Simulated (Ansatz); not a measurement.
# HfB: a single-point run

The task is a single-point run on HfB. The structure is shown as the input types it.

Computed with Ansatz 0.2.0 (DFT, PBE, all-electron LAPW, scalar-relativistic, unless a step's input says otherwise).

## (1) The starting structure

Symmetry: Fm-3m, No. 225, cubic system. Conventional cell: a = 4.620 Å, b = 4.620 Å, c = 4.620 Å, α = 90.00°, β = 90.00°, γ = 90.00°. Hf (site symmetry m-3m) is surrounded by 6 B at 2.31 Å. B (site symmetry m-3m) is surrounded by 6 Hf at 2.31 Å.

As a file:

```xyz
2
Lattice="0.0000 2.3100 2.3100 2.3100 0.0000 2.3100 2.3100 2.3100 0.0000" Properties=species:S:1:pos:R:3 pbc="T T T"
Hf    2.3100    2.3100    2.3100
B     0.0000    0.0000    0.0000
```

## (2) Input and run

Input file input.yaml:

```yaml
crystal:
  lattice:
    - [0.0, 2.31, 2.31]
    - [2.31, 0.0, 2.31]
    - [2.31, 2.31, 0.0]
  atoms:
    - { symbol: Hf, position: [0.5, 0.5, 0.5] }
    - { symbol: B, position: [0.0, 0.0, 0.0] }
kpoints:
  mp_grid: { grid: [15, 15, 15] }
scf:
  occupations: { method: gaussian, width: 2.0 }
  max_iter: 100
hamiltonian:
  xc: pbe
  pseudopotentials: { kind: all_electron, lapw: { basis_error: 0.01 } }
output:
  forces: true
  stress: true
  eigenvalues: true
```

Launch:

```sh
$ ansatz run input.yaml --threads 1 --pin off --max-ram 2048MiB --backend cpu --events-out ev --progress --plain --runs-dir out
```

What it wrote:

```text
LAPW: plane waves up to 7.333 Å⁻¹, error target 1.0e-2 eV per atom; small_component_spin mean_spin; B in spheres of 0.883 Å, 5 of its electrons in bands, Dirac shells []; Hf in spheres of 1.427 Å, 36 of its electrons in bands, Dirac shells []
band count auto-derived: 28 (N_el = 41.0; filled up to band 21; 25 by the electrons, moments and atoms)
Engine: ansatz 0.2.0
Pseudopotentials: kind: all_electron
Pseudopotential: Hf, LAPW, valence charge 36, Koelling and Harmon's equation, gaussian nucleus
Pseudopotential: B, LAPW, valence charge 5, Koelling and Harmon's equation, gaussian nucleus
Functional definition: PBE
  parameter kappa = 0.804
  parameter beta = 0.06672455060314922
  exchange = pbe_x(kappa = kappa, mu = beta*pi^2/3)
  correlation = pbe_c(beta = beta)
Crystal: 2 atoms, lattice volume = 24.653 Å³
Basis set: ecut = 204.85595405911522 eV, 169 PW (Γ), exchange–correlation at level 2
Bands: 28, of which v1, the nominal top of the filled ones, is band 21 counted from 1 (20 counted from 0)
Symmetry: 48 space group operations
Space group: Fm-3m (ITA 225), of the structure as read, at distance tolerance 2.9e-5 Å
k-points: 120 of 3375
Non-local potential: Hf, projectors of the file, none
Non-local potential: B, projectors of the file, none
Initial density: superposition of atomic densities (chi_scale 0.1, normalization cell, long waves kept (reshape's long-wave potential 0.00 eV rms))
Initial wavefunctions: plane waves of lowest kinetic energy (no species holds an atomic orbital)
Functional: x = pbe(κ = 0.804, μ = 0.2195149727645171), c = pbe(β = 0.06672455060314922)
iter 1 solved again at ethr=5.44e-3 eV; its pass at ethr=1.00e-1 eV (dr2=2.23e0 eV) is discarded
SCF iter   1: F=—  HF=-410928.881321 eV  |F-HF|=—  |Δ(HF+E_count)|=         —  Δρ=8.03e-2  dr2=2.23e0  ethr=5.44e-3  ⟨swp⟩=2.0  Hψ=20987  notcnv=0
preconditioner: auto → Kerker (q_TF=auto, 2.970 Å⁻¹)  [metal: Δε(μ)=0.014 eV  Ē_g=20.196 eV  σ=2.000 eV  W_gap=0.00  n_scr=14 (ndim 8)  ℏωp=38.9 eV  f_vac=0.000  D(μ)=0.92/eV (n_scr^D=8)]
SCF iter   2: F=—  HF=-410928.072392 eV  |F-HF|=—  |Δ(HF+E_count)|=   8.09e-1  Δρ=3.20e-2  dr2=3.65e-1  ethr=5.44e-3  ⟨swp⟩=2.4  Hψ=8897  notcnv=0
SCF iter   3: F=—  HF=-410927.998045 eV  |F-HF|=—  |Δ(HF+E_count)|=   7.43e-2  Δρ=2.03e-2  dr2=1.50e-1  ethr=8.90e-4  ⟨swp⟩=2.0  Hψ=9438  notcnv=0
SCF iter   4: F=—  HF=-410927.939052 eV  |F-HF|=—  |Δ(HF+E_count)|=   5.90e-2  Δρ=1.07e-2  dr2=4.02e-2  ethr=3.67e-4  ⟨swp⟩=2.0  Hψ=9265  notcnv=0
iter 5 solved again at ethr=2.38e-6 eV; its pass at ethr=9.81e-5 eV (dr2=9.74e-4 eV) is discarded
SCF iter   5: F=—  HF=-410927.936764 eV  |F-HF|=—  |Δ(HF+E_count)|=   2.29e-3  Δρ=1.87e-3  dr2=9.74e-4  ethr=2.38e-6  ⟨swp⟩=2.0  Hψ=16067  notcnv=0
SCF iter   6: F=—  HF=-410927.936911 eV  |F-HF|=—  |Δ(HF+E_count)|=   1.48e-4  Δρ=7.56e-4  dr2=1.89e-4  ethr=2.38e-6  ⟨swp⟩=2.0  Hψ=9444  notcnv=0
SCF iter   7: F=—  HF=-410927.936903 eV  |F-HF|=—  |Δ(HF+E_count)|=   8.45e-6  Δρ=1.25e-4  dr2=4.09e-6  ethr=4.60e-7  ⟨swp⟩=2.0  Hψ=9443  notcnv=0
SCF iter   8: F=—  HF=-410927.936903 eV  |F-HF|=—  |Δ(HF+E_count)|=   3.18e-7  Δρ=4.07e-5  dr2=3.84e-7  ethr=9.98e-9  ⟨swp⟩=2.0  Hψ=9449  notcnv=0
SCF iter   9: F=-410927.936903 eV  HF=-410927.936903 eV  |F-HF|=2.97e-9  |Δ(HF+E_count)|=   1.59e-8  Δρ=1.04e-5  dr2=1.98e-8  ethr=9.36e-10  ⟨swp⟩=3.0  Hψ=9776  notcnv=0
SCF 1 converged in 9 iterations: F = -410927.936903 eV  dr2 = 1.98e-8
SCF converged after 9 iterations
Free energy (F): -410927.936903 eV
Harris-Foulkes:  -410927.936903 eV  (|F-HF|=2.97e-9)
Internal energy: -410926.076682 eV  (E = F + TS)
E sigma→0 (E₀):  -410927.006793 eV
Entropy (-TS):   -1.860221 eV (-930.111 meV/atom)
Fermi energy:    20.697941 eV
--- Per-component energies (eV) ---
  E_band       = -1960.602220
  E_kinetic    = 457167.341039
  E_xc         = -8529.243336
  E_electrostatic = -859564.174385  (all electrons and nuclei)
  E_smearing   = -1.860221  (= −TS)
  E_closure    = 0.000000  (closes the sum)
  E_atoms      = -410912.408092  (free atoms, spherical and without spin; not in F)
  Σ components = -410927.936903   (vs F -410927.936903, Δ=0.00e0)
  Basis errors (estimates in eV, not in F): energy 4.2e-3 per atom: plane waves 3.9e-3 (2.2e-3 summed), levels above the bands 1.1e-26, relativity 1.9e-7, radial functions 3.6e-4, core shells 2.7e-6; eigenvalues (radial functions only) 6.4e-5; not estimated: angular momenta, meshes, grids; target (lapw.basis_error) 1.0e-2; muffin-tin radii B 0.883 Å, Hf 1.427 Å
--- Forces (eV/Å), atoms counted from 1 ---
  atom   1  Hf     0.00000000     0.00000000    -0.00000000
  atom   2  B     -0.00000000     0.00000000    -0.00000000
  max |Σ_I F_I| component: 5.09e-31 eV/Å
--- Stress (GPa, compression-positive) ---
       34.194083      -0.000000       0.000000
       -0.000000      34.194083       0.000000
        0.000000       0.000000      34.194083
  P = ⅓ Tr σ = 34.1941 GPa (341.941 kbar)
--- Band table (eV; the first three rows and the last of 120) ---
  k-point 0: bands = ["-179.2141", "-179.2141", "-179.2141", "-179.1991", "-179.1991", "-151.2568", "-39.8030", "-8.3077", "-8.3077", "-8.3077", "10.2231", "10.2231", "10.2231", "10.2235", "10.3152", "10.3152", "10.3152", "10.4870", "22.2178", "22.2178", "22.2178", "24.1123", "24.1123", "24.1123", "24.2461", "24.2461", "31.7365", "33.0150"]
  k-point 1: bands = ["-179.2141", "-179.2141", "-179.2141", "-179.1991", "-179.1991", "-151.2568", "-39.8011", "-8.3414", "-8.3111", "-8.3111", "10.2205", "10.2255", "10.2258", "10.2258", "10.3124", "10.3124", "10.3153", "10.6179", "21.7726", "22.1426", "22.1426", "23.1494", "23.1494", "24.3512", "25.5399", "25.5399", "32.0616", "33.1637"]
  k-point 2: bands = ["-179.2141", "-179.2141", "-179.2141", "-179.1991", "-179.1991", "-151.2568", "-39.7955", "-8.4353", "-8.3207", "-8.3207", "10.2160", "10.2314", "10.2336", "10.2336", "10.3047", "10.3047", "10.3156", "10.9953", "20.8591", "21.4811", "21.4811", "23.0592", "23.0592", "24.7175", "27.0471", "27.0471", "32.9622", "33.5348"]
  k-point 119: bands = ["-179.2141", "-179.2141", "-179.2141", "-179.1991", "-179.1991", "-151.2567", "-39.7426", "-8.7888", "-8.7582", "-8.5617", "10.2490", "10.2578", "10.2592", "10.2645", "10.2807", "10.2839", "10.2894", "14.4306", "18.3342", "18.7437", "19.1353", "25.1795", "25.8485", "27.9549", "28.2688", "31.2464", "36.1519", "36.4214"]
```

Wall time 19 s (1 thread of Arm Neoverse V1, shared host); peak memory 0.34 GiB.

## (3) A second look at the input

The program finished normally. It gives a pressure of 34 GPa, which is large; a structure far from rest gives such values too, whatever the setting.

The suspect setting: scf.occupations.method is gaussian; scf.occupations.width is 2.0. A smearing this wide moves electrons out of filled levels into empty ones.

To check: set scf.occupations.method to fermi_dirac and scf.occupations.width to 0.05.

## (4) Second run, to compare

Besides the cure, the input differs in scf.max_iter.

input.yaml: that of step 2 with these lines changed.

```diff
@@ -11,4 +11,3 @@
 scf:
-  occupations: { method: gaussian, width: 2.0 }
-  max_iter: 100
+  occupations: { method: fermi_dirac, width: 0.05 }
 hamiltonian:
```

Launch:

```sh
$ ansatz run input.yaml --threads 1 --pin off --max-ram 2048MiB --backend cpu --events-out ev --progress --plain --runs-dir out
```

From the output:

```text
[...]
Basis set: ecut = 204.85595405911522 eV, 169 PW (Γ), exchange–correlation at level 2
[...]
k-points: 120 of 3375
[...]
SCF iter   1: F=—  HF=-410927.877518 eV  |F-HF|=—  |Δ(HF+E_count)|=         —  Δρ=7.83e-2  dr2=2.11e0  ethr=5.16e-3  ⟨swp⟩=2.0  Hψ=18690  notcnv=0
preconditioner: auto → Kerker (q_TF=auto, 2.970 Å⁻¹)  [metal: Δε(μ)=0.031 eV  Ē_g=17.094 eV  σ=0.050 eV  W_gap=0.15  n_scr=14 (ndim 8)  ℏωp=38.9 eV  f_vac=0.000  D(μ)=1.10/eV (n_scr^D=14)]
SCF iter   2: F=—  HF=-410927.098812 eV  |F-HF|=—  |Δ(HF+E_count)|=   7.79e-1  Δρ=3.14e-2  dr2=3.50e-1  ethr=5.16e-3  ⟨swp⟩=2.6  Hψ=8770  notcnv=0
[...]
SCF iter   8: F=—  HF=-410926.964159 eV  |F-HF|=—  |Δ(HF+E_count)|=   1.34e-7  Δρ=3.73e-5  dr2=3.45e-7  ethr=1.05e-8  ⟨swp⟩=2.0  Hψ=8703  notcnv=0
SCF iter   9: F=-410926.964159 eV  HF=-410926.964159 eV  |F-HF|=6.52e-9  |Δ(HF+E_count)|=   3.11e-8  Δρ=9.66e-6  dr2=1.77e-8  ethr=8.40e-10  ⟨swp⟩=2.9  Hψ=8897  notcnv=0
[...]
SCF converged after 9 iterations
Free energy (F): -410926.964159 eV
[...]
E sigma→0 (E₀):  -410926.960300 eV
[...]
Fermi energy:    20.073525 eV
[...]
  P = ⅓ Tr σ = 29.9104 GPa (299.104 kbar)
[...]
```

Run time: 17 s. Hardware: 1 thread of Arm Neoverse V1, shared host; peak memory 0.33 GiB.

| run | ending | energy change | pressure (GPa) | gap (eV) | force (eV/Å) | cycles | time |
| --- | --- | --- | --- | --- | --- | --- | --- |
| first try | converged | -23.2 meV/atom (σ→0) | 34.2 | 0.00 | 0.00 | 9 | 19 s |
| second try | converged | 0 | 29.9 | 0.00 | 0.00 | 9 | 17 s |

## (5) Results

```
          quantity                      value
         first try    converged, 9 SCF cycles
fault in the input      smearing far too wide
        second try    converged, 9 SCF cycles
      total energy            -410926.9642 eV
          pressure                  29.91 GPa
   gap on the mesh  none (metal on this mesh)
     largest force                 0.000 eV/Å
```

Both runs converge, but the first lies -23.2 meV/atom from the second (σ→0 energies, a poor extrapolation at such a width); in the second, the pressure goes from 34.2 to 29.9 GPa. The second, on usual settings, is the one to trust of the two, though its own convergence isn't tested here. The structure is not at rest: the sound run finds 30 GPa, so these are no properties of the relaxed crystal. 
